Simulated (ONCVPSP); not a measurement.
# Pseudopotential generation for ruthenium: ONCV, PBEsol

Do these settings give a usable potential? It is generated, then checked for transferability, scattering, ghosts and hardness.

The numbers are computed with ONCVPSP 4.0.1.1 (patched build) (PBEsol, scalar-relativistic, spin-unpolarised reference atom).

## 1. The design

The settings as typed:

- element: ruthenium (Ru, Z = 44)
- type: optimised norm-conserving Vanderbilt (ONCV)
- frozen core: [Kr]
- valence charge: 8
- reference configuration: 4d7 5s1
- partial waves: 5s: rc 2.55 bohr, ncon 5, nbas 9, qcut 2.5 1/bohr, 2 projectors, debl 1.4 Ha; p scattering state at 0.4 Ha: rc 2.25 bohr, ncon 5, nbas 9, qcut 3.2 1/bohr, 2 projectors, debl 2.4 Ha; 4d: rc 1.95 bohr, ncon 4, nbas 8, qcut 8.3 1/bohr, 2 projectors, debl 1.8 Ha
- local potential: polynomial inside 1.55 bohr (lpopt 5, dvloc0 1 Ha)
- core correction: not asked for

An earlier all-electron run gives the scale for the radii.

All-electron outer shells of the reference configuration (PBEsol, scalar-relativistic, ld1.x):

```
shell  level (eV)  outermost node (bohr)  outermost maximum (bohr)
   4p      -46.38                   0.49                      0.98
   4d       -5.22                   0.48                      1.21
   5s       -4.27                   1.24                      2.73
   5p       -0.87                   1.41                      3.87
```

## 2. The generation run

Input file Ru.dat:

```
# ATOM AND REFERENCE CONFIGURATION
# atsym  z   nc   nv     iexc    psfile
  Ru 44.00    8    2  -116133      upf
#
#   n    l    f
    1    0    2.00
    2    0    2.00
    2    1    6.00
    3    0    2.00
    3    1    6.00
    3    2   10.00
    4    0    2.00
    4    1    6.00
    4    2    7.00
    5    0    1.00
#
# PSEUDOPOTENTIAL AND OPTIMIZATION
# lmax
    2
#
#   l,   rc,      ep,       ncon, nbas, qcut
    0    2.55    0.00    5    9    2.50
    1    2.25    0.40    5    9    3.20
    2    1.95    0.00    4    8    8.30
#
# LOCAL POTENTIAL
# lloc, lpopt,  rc(5),   dvloc0
    4    5    1.55    1.00
#
# VANDERBILT-KLEINMAN-BYLANDER PROJECTORs
# l, nproj, debl
    0    2    1.40
    1    2    2.40
    2    2    1.80
#
# MODEL CORE CHARGE
# icmod, fcfact, rcfact
    0    0.00    0.00
#
# LOG DERIVATIVE ANALYSIS
# epsh1, epsh2, depsh
   -2.00    5.00    0.02
#
# OUTPUT GRID
# rlmax, drl
    6.00    0.01
#
# TEST CONFIGURATIONS
# ncnf
    4
# nvcnf
#   n    l    f
    2
    4    2    7.00
    5    0    0.00
#
    2
    4    2    6.00
    5    0    0.00
#
    2
    4    2    5.00
    5    0    0.00
#
    2
    4    2    7.00
    5    0    0.50
#
```

Command:

```console
$ oncvpsp.x < Ru.dat > Ru.out
```

Before running it: what results should come out? Wanted: cutoffs for 1 and 0.1 mHa per electron, occupied waves; bound ghosts; GHOST(+) flags; largest test error; largest phase difference near zero energy, channels read.

**Answer**, as computed:

| quantity | value |
| --- | --- |
| cutoffs for 1 and 0.1 mHa per electron, occupied waves | 22 Ha and 26 Ha |
| bound ghosts | s at -12.63 eV, p at -96.76 eV |
| GHOST(+) flags | p at 107 eV |
| largest test error (AE − PS) | -54 meV, for 4d5 5s0 |
| largest phase difference near zero energy, channels read | 0.024 rad |

**Reading.** It has a bound ghost (s, p), a state that the atom doesn't have, and that rules the file out. By total energies transferability is fair: the largest error is 54 meV on 56.1 eV, for 4d5 5s0. That test lies far up in energy; among those under 40 eV, nearer to bonding, the largest error is 19 meV. It counts as of middling hardness, with 22 Ha needed at the looser tolerance. At the looser tolerance the 4d wave is the slowest; 5s needs 3 Ha. That counts occupied waves only; other projectors can need more. Near zero energy the phases of the channels with partial waves agree within 0.024 rad. The program also flags highly localised states, GHOST(+) (p). All of this concerns the isolated atom, not yet a solid.
